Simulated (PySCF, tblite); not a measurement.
# C₅H₄FNO₂: infrared bands and NMR shifts

Wanted: the infrared bands and NMR shifts of C₅H₄FNO₂ (`CO[C@@H](C#N)C(F)=C=O`), by calculation.

Computed with tblite 0.8.0 and PySCF 2.14.0, with density-fitted response routines of our own, on a single molecule in the gas phase. Atoms count from 0, in the outputs and in this text.

## 1. The starting structure

13 atoms, charge 0, multiplicity 1; geometry from: GFN2-xTB.

Bonds of the start (Å): C0–O1 1.41, O1–C2 1.40, C2–C3 1.46, C3–N4 1.14, C2–C5 1.53, C5–F6 1.36, C5–C7 1.31, C7–O8 1.16, C0–H9 1.10, C0–H10 1.09, C0–H11 1.09, C2–H12 1.11.

## 2. Harmonic vibrations with GFN2-xTB

Job settings and geometry (Å):

```
{"job": {"kind": "ir", "xc": "GFN2-xTB", "basis": "xTB"}, "charge": 0, "multiplicity": 1}
C     -1.755951    -0.162551     0.751950
O     -0.807380     0.793783     0.331487
C      0.069447     0.327074    -0.659598
C      0.833622     1.454042    -1.176033
N      1.451302     2.317946    -1.593076
C      1.041160    -0.747021    -0.175961
F      0.817989    -2.001698    -0.662681
C      2.016995    -0.492629     0.652653
O      2.843534    -0.169964     1.397156
H     -2.385193    -0.489071    -0.083827
H     -2.369230     0.336997     1.497596
H     -1.272935    -1.036318     1.201474
H     -0.487749    -0.130103    -1.498867
```

**Question.** This job is followed by: GIAO PBE0/pcSseg-1 NMR shielding, non-relativistic, gas phase. Predict these results of the whole session: strongest single infrared mode (GFN2-xTB); zero-point energy (GFN2-xTB); 13C shifts against TMS (PBE0/pcSseg-1); 1H shifts against TMS (PBE0/pcSseg-1, means over atoms taken as alike); 17O shifts against H2O (PBE0/pcSseg-1); 15N shifts against NH3 (PBE0/pcSseg-1); 19F shifts against CFCl3 (PBE0/pcSseg-1).

As calculated:

| quantity | value |
| --- | --- |
| strongest single infrared mode (GFN2-xTB) | 2278 cm⁻¹, 879 km/mol |
| zero-point energy (GFN2-xTB) | 51.5 kcal/mol |
| 13C shifts against TMS (PBE0/pcSseg-1) | 240.3, 125.5, 118.8, 74.3, 57.8 ppm |
| 1H shifts against TMS (PBE0/pcSseg-1, means over atoms taken as alike) | 5.20, 3.68 ppm |
| 17O shifts against H2O (PBE0/pcSseg-1) | 582.4, 48.8 ppm |
| 15N shifts against NH3 (PBE0/pcSseg-1) | 310.5 ppm |
| 19F shifts against CFCl3 (PBE0/pcSseg-1) | -301.1 ppm |

In words: All 33 modes are real, so the xTB geometry is a minimum. The strongest single mode, at 2278 cm⁻¹, moves mainly C7. GFN2-xTB is a fitted tight-binding method: band positions and strengths are rough. Its intensities can rank the bands wrongly. H12 (hydrogen on an allylic sp3 CH bonded to O) lies farthest downfield among hydrogen, at 5.20 ppm; its carbon carries O, hence the downfield position. At PBE0/pcSseg-1: The largest span, 798 ppm, is at O8, where the paramagnetic term is -646 ppm.
